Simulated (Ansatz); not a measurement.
# GeCF (sextet): wave-function methods side by side, cc-pVTZ

An exercise on one series of results from a longer session: the logs are not shown, and one member is left open.

Computed with Ansatz 0.2.0, Gaussian basis. Level: cc-pVTZ, core rule «outside noble gas», up to 16 orbitals frozen.

To be run: UHF; CCSD(T) on ROHF; CCSD(T) on UHF; BCCD(T) on ROHF; CCSDT(Q) on ROHF; CCSDT(Q) on UHF.

11 further runs of the same task are left out: 6 for a known fault of the program, 5 set aside as unsound or not needed.

### What is computed

The geometry is a PBE0/def2-TZVP stationary point (not a proven minimum) of the parent state, kept for this charge and spin. No spin-orbit coupling is included. The filled d shell of Ge may be among the frozen orbitals whatever the setting's name suggests; the logs give the count.

3 atoms, charge 0, spin multiplicity 6.

Atoms are counted from 1 here; the program's logs count them from 0.

Bond lengths: C1–Ge2 1.970 Å, Ge2–F3 1.753 Å. Angles: C1–Ge2–F3 100.8°.

The first run:

in.yaml reads:

```yaml
crystal:
  periodic: [false, false, false]
  atoms:
    - {symbol: C, position_ang: [0.000000, -1.003813, 1.529108]}
    - {symbol: Ge, position_ang: [0.000000, 0.345191, 0.093628]}
    - {symbol: F, position_ang: [0.000000, -0.685225, -1.324681]}
basis:
  gaussian: {orbitals: cc-pVTZ}
magnetization: {spin_polarized: true, initial_magnetization: 5}
hamiltonian: {xc: hf}
output: {orbitals: {seedname: orbitals}}
```

Started as:

```sh
> ansatz run in.yaml --threads 1 --pin off --events-out ev --progress --plain --max-ram 4096MiB --backend cpu
```

Steps of the session up to this table: UHF; CCSD(T) on ROHF; CCSD(T) on UHF; BCCD(T) on ROHF; CCSDT(Q) on ROHF; CCSDT(Q) on UHF.

One table of the session follows, with a row left open; its other results are not shown here.

It belongs to the step «Misses and costs». 

```
   method  from RCCSDT(Q) (kJ/mol)
     ROHF                        ?
      UHF                  +1091.1
     RMP2                    +87.2
     UMP2                    +86.0
    RCCSD                    +40.9
    UCCSD                    +38.8
 RCCSD(T)                     +4.1
 UCCSD(T)                     +2.2
  BCCD(T)                     +3.6
   RCCSDT                     +1.2
   UCCSDT                     -0.7
RCCSDT(Q)                        0
UCCSDT(Q)                     -2.4
```

**Question.** Estimate the row for ROHF.

**Answer.** from RCCSDT(Q) (kJ/mol): +1103.0. In the column «from RCCSDT(Q) (kJ/mol)» it is the highest.

Caveats from the session: Restricted and unrestricted rows rest on different reference determinants; where their highest levels disagree by more than a few hundredths of an eV, they describe different states and don't form one ladder.
